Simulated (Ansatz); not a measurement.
# CH9BN2Si: up Jacob's ladder to CCSD(T)

One table from this session's results is given with a row withheld; the runs are named, their logs left out.

The runs use Ansatz 0.2.0, Gaussian basis; functionals in def2-TZVPP, the program's frozen cores in correlated methods.

The runs, in order: LDA (SPW92), PBE-D4, revPBE-D4, BLYP-D4, r2SCAN-D4, B97M-V, PBE0-D4, B3LYP-D4, r2SCANh-D4, r2SCAN0-D4, HSE06-D4, BHLYP-D4, CAM-B3LYP-D4, LC-ωPBE, ωB97X-V, ωB97M-V, B2PLYP, PBE-QIDH; CCSD(T)/def2-SVP; CCSD(T)/def2-TZVPP; MP2/def2-QZVPP; extrapolation to the limit; RPA on PBE.

### Structure used throughout

An earlier PBE0-D4 in a triple-zeta def2 set relaxation fixed the geometry.

SMILES `CB[SiH](N)N`, 14 atoms, charge 0, spin multiplicity 1.

Atoms are counted from 1 here; the program's logs count them from 0.

Bond lengths: C1–B2 1.556 Å, C1–H6 1.093 Å, C1–H7 1.092 Å, C1–H8 1.105 Å, B2–Si3 2.021 Å, B2–H9 1.204 Å, Si3–N4 1.719 Å, Si3–N5 1.730 Å, Si3–H10 1.498 Å, N4–H11 1.007 Å, N4–H12 1.006 Å, N5–H13 1.007 Å, N5–H14 1.008 Å. Angles: B2–C1–H6 114.5°, B2–C1–H7 116.2°, B2–C1–H8 103.5°, H6–C1–H7 109.9°, H6–C1–H8 104.9°, H7–C1–H8 106.7°, C1–B2–Si3 125.0°, C1–B2–H9 117.3°, Si3–B2–H9 117.7°, B2–Si3–N4 108.1°, B2–Si3–N5 112.3°, B2–Si3–H10 111.5°, N4–Si3–N5 107.6°, N4–Si3–H10 114.8°, N5–Si3–H10 102.4°, Si3–N4–H11 122.1°, Si3–N4–H12 120.7°, H11–N4–H12 111.8° and more.

The first run:

File in.yaml:

```yaml
crystal:
  periodic: [false, false, false]
  atoms:
    - {symbol: C, position_ang: [-1.658516, 0.966380, 0.961776]}
    - {symbol: B, position_ang: [-0.524654, 1.154627, -0.086818]}
    - {symbol: Si, position_ang: [0.673023, -0.319537, -0.776426]}
    - {symbol: N, position_ang: [-0.042424, -1.826829, -0.362564]}
    - {symbol: N, position_ang: [2.248235, -0.273610, -0.063306]}
    - {symbol: H, position_ang: [-1.789915, 1.810326, 1.644415]}
    - {symbol: H, position_ang: [-1.643309, 0.031028, 1.524684]}
    - {symbol: H, position_ang: [-2.577315, 0.952603, 0.348109]}
    - {symbol: H, position_ang: [-0.337779, 2.268181, -0.504517]}
    - {symbol: H, position_ang: [0.974730, -0.145805, -2.233598]}
    - {symbol: H, position_ang: [0.361584, -2.705385, -0.643775]}
    - {symbol: H, position_ang: [-1.034963, -1.901206, -0.217025]}
    - {symbol: H, position_ang: [2.980386, 0.262454, -0.499837]}
    - {symbol: H, position_ang: [2.358017, -0.302427, 0.937782]}
basis:
  gaussian: {orbitals: def2-TZVPP}
hamiltonian: {xc: lda}
output: {orbitals: {seedname: orbitals}}
```

Run with:

```bash
> ansatz run in.yaml --threads 4 --pin off --events-out ev --progress --plain --max-ram 10444MiB
```

Among the steps run: LDA; PBE-D4 (GGA); revPBE-D4 (GGA); BLYP-D4 (GGA); r2SCAN-D4 (meta-GGA); B97M-V (meta-GGA); PBE0-D4 (hybrid); B3LYP-D4 (hybrid); r2SCANh-D4 (hybrid); r2SCAN0-D4 (hybrid); HSE06-D4 (hybrid); BHLYP-D4 (hybrid); CAM-B3LYP-D4 (range-separated); LC-ωPBE (range-separated); ωB97X-V (range-separated); ωB97M-V (range-separated); B2PLYP (double hybrid); PBE-QIDH (double hybrid).

One table of the session follows, with a row left open; its other results are not shown here.

It belongs to the step «Orbital energies across the functionals». 

| functional | HOMO (eV) | LUMO (eV) | gap (eV) |
| --- | --- | --- | --- |
| LDA (SPW92) | -5.43 | -2.72 | 2.70 |
| PBE-D4 | -5.33 | -2.47 | 2.86 |
| revPBE-D4 | ? | ? | ? |
| BLYP-D4 | -5.23 | -2.30 | 2.93 |
| r2SCAN-D4 | -5.58 | -2.17 | 3.41 |
| B97M-V | -5.68 | -2.27 | 3.41 |
| PBE0-D4 | -6.59 | -1.53 | 5.06 |
| B3LYP-D4 | -6.41 | -1.72 | 4.68 |
| r2SCANh-D4 | -6.05 | -1.84 | 4.21 |
| r2SCAN0-D4 | -6.77 | -1.36 | 5.41 |
| HSE06-D4 | -6.19 | -1.91 | 4.28 |
| BHLYP-D4 | -7.83 | -0.49 | 7.34 |
| CAM-B3LYP-D4 | -7.98 | -0.42 | 7.56 |
| LC-ωPBE | -9.30 | 0.75 | 10.05 |
| ωB97X-V | -8.97 | 0.63 | 9.60 |
| ωB97M-V | -8.82 | 0.39 | 9.21 |

Q: Estimate the row for revPBE-D4 from the others.

**Answer.** HOMO (eV): -5.28; LUMO (eV): -2.36; gap (eV): 2.92. In the column «HOMO (eV)» it lies between PBE-D4 (-5.33) and BLYP-D4 (-5.23).
